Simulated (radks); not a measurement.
# Exchange and kinetic functionals tested on atomic densities: P⁴⁺, K, In³⁺, Cu, Te⁴²⁺, He

An exercise on one series of results from a longer session: the logs are not shown, and one member is left open.

Method: non-relativistic Kohn-Sham, exchange-only B88, spin-polarised, spherical densities, point nucleus; open shells are filled with parallel spins first. Code: radks (a radial shooting solver on a logarithmic mesh, Libxc functionals) version 1.

## What is computed

* species: P⁴⁺ ([Ne] 3s1), K ([Ar] 4s1), In³⁺ ([Kr] 4d10), Cu ([Ar] 3d10 4s1), Te⁴²⁺ ([Ne]), He ([He])

Set-up of the first run:

The run's settings:

```text
Z 15
configuration [Ne] 3s1
relativity non-relativistic
functional b88,
spin polarised
nucleus point
```

Started as:

```console
> python run_ks.py task.json out
```

The same process makes all the runs of this session.

Among the steps run: P⁴⁺, [Ne] 3s1.

One of the session's tables, all rows but one given; the rest of the session is left out.

It belongs to the step «P⁴⁺, [Ne] 3s1». Sizes of the orbitals, from the radial functions (bohr):

```
  level     <r>  outermost maximum (interpolated)  90 % within  nodes
  1s up  0.1040                            0.0680        0.186      0
1s down  0.1040                            0.0680        0.186      0
  2s up  0.5199                             0.420        0.816      1
2s down  0.5190                             0.420        0.814      1
  2p up  0.4824                             0.353        0.806      0
2p down       ?                                 ?            ?      ?
  3s up   1.600                              1.43         2.35      2
```

Q: Estimate the row for 2p down from the others.

**Answer.** <r>: 0.4809; outermost maximum (interpolated): 0.353; 90 % within: 0.802; nodes: 0. In the column «<r>» it lies between 1s down (0.1040) and 2p up (0.4824).
